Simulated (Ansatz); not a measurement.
# CHFInN: the cost of one run

All numbers below are computed with Ansatz 0.2.0 (RKS B3LYP-D4/def2-SVP).

**1. The starting structure**

Bond lengths: N1–C2 1.218 Å, C2–In3 1.916 Å, In3–F4 1.535 Å, In3–H5 1.235 Å. Angles: N1–C2–In3 172.2°, C2–In3–F4 93.5°, C2–In3–H5 85.8°, F4–In3–H5 163.7°.

As a file:

```xyz
5

N     0.9371   -1.4682    1.2176
C     0.4043   -0.5448    0.6294
In   -0.4269    0.7550   -0.5067
F    -1.4601   -0.2423   -1.0490
H     0.5954    1.4266   -0.3327
```

**2. Relaxing end A**

input.yaml

```yaml
crystal:
  periodic: [false, false, false]
  atoms:
    - { symbol: "N", position_ang: [0.9371, -1.4682, 1.2176] }
    - { symbol: C, position_ang: [0.4043, -0.5448, 0.6294] }
    - { symbol: In, position_ang: [-0.4269, 0.755, -0.5067] }
    - { symbol: F, position_ang: [-1.4601, -0.2423, -1.049] }
    - { symbol: H, position_ang: [0.5954, 1.4266, -0.3327] }
basis:
  gaussian: { orbitals: def2-SVP }
hamiltonian:
  xc: b3lyp
  dispersion: d4
relax:
  f_tol: 0.015
  max_steps: 40
```

Started as:

```console
> ansatz run input.yaml --threads 1 --pin off --max-ram 2048MiB --backend cpu --events-out ev --progress --plain --runs-dir out
```

What time and memory should one allow on 1 thread of Arm Neoverse V2, shared host?

About 28 s, with a peak of 0.17 GiB.
